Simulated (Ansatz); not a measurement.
Predict the output of the script below (the Python package of Ansatz (0.2.0)).

Input file `geh4s2.xyz`:
```text
7

S    -2.13380    0.08580   -0.06120
Ge    0.00270    0.44680    0.12480
S     0.97980   -1.50360    0.42480
H    -1.93510   -0.69370   -1.19600
H     0.55360    1.10160   -1.18470
H     0.28700    1.39090    1.33570
H     2.30700   -0.89580    0.51090
```

`geh4s2.py`
```python
import logging
import sys
import warnings

import ansatz as az

logging.basicConfig(stream=sys.stdout, format="[%(levelname)s] %(message)s")
log = logging.getLogger("run")
log.setLevel(logging.INFO)


def main() -> None:
    warnings.simplefilter("ignore", az.DeckWarning)

    system = az.Crystal.molecule_from_extxyz("geh4s2.xyz")

    calc = (
        system.calculation()
        .basis(gaussian="def2-SVP")
        .correlation(active_electrons=4, active_orbitals=4)
    )
    for method in [None, "sc_nevpt2"]:
        r = (calc if method is None else calc.correlation(method)).run(threads=1).report
        space = r["configurations"]
        state = space["states"][0]
        print(method or "casscf", f"total {r['free_energy_ev'] / 27.211386246:.6f} Ha, active-space state {state['energy']['hartree']:.6f} Ha, mean field {r['reference_energy_ev'] / 27.211386246:.6f} Ha")
        print("  determinants", state["n_determinants"], " natural occupations", [round(n, 3) for n in space["natural_occupations"]])
    print("effectively unpaired electrons, sum of min(n, 2 - n):", round(sum(min(n, 2 - n) for n in space["natural_occupations"]), 3))


if __name__ == "__main__":
    main()
```

```console
$ python geh4s2.py
casscf total -2872.313702 Ha, active-space state -2872.313702 Ha, mean field -2872.278450 Ha
  determinants 36  natural occupations [1.973, 1.967, 0.033, 0.027]
sc_nevpt2 total -2872.776116 Ha, active-space state -2872.313684 Ha, mean field -2872.278450 Ha
  determinants 36  natural occupations [1.973, 1.967, 0.033, 0.027]
effectively unpaired electrons, sum of min(n, 2 - n): 0.121
```

Total energies depend on the basis set; only differences at equal settings carry meaning. The geometry is a force-field or estimated start, not a minimum of this method, and the basis set is short of its limit. The active space starts as a window about the frontier orbitals and is then optimised, not chosen by chemistry. Wall time of the script: 42 s on 1 thread of AMD EPYC 7B13 (Zen 3), with other jobs on the host, peak memory 0.31 GiB.
